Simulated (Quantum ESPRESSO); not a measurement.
Runs of Quantum ESPRESSO 7.5 on NbSi. Symmetry: Fm-3m, No. 225, cubic system. Conventional cell: a = 5.148 Å, b = 5.148 Å, c = 5.148 Å, α = 90.00°, β = 90.00°, γ = 90.00°. Around Nb (site symmetry m-3m) lie 6 Si at 2.57 Å. Around Si (site symmetry m-3m) lie 6 Nb at 2.57 Å. The cell was built by a generator and needn't be a form met in nature.

```tsv
U	gap on the mesh (eV)	pressure (GPa)
Nb d U = 6 eV	none	3.7
Nb d U = 5 eV	none	(a)
Nb d U = 3 eV	none	1.0
Nb d U = 2 eV	none	(b)
Nb d U = 8 eV	none	9.4
```

Alike in all rows: task projected density of states; level PBE+U; potentials or basis SSSP 1.3 efficiency PBE; no spin polarisation; cell as given; k mesh 9 × 9 × 9; cutoff (eV) 748; smearing fermi-dirac 0.05 eV.

Problem. Estimate the missing entries.

Solution. (a) 2.4; (b) 0.6.

Caveats: U without spin polarisation on a metal has little footing; the U is typed as a test and isn't derived for this compound.

A k mesh can miss the band edges, and the runs leave out spin-orbit coupling on Nb.

A gap of «none» marks a metal or a gap under the smearing width.
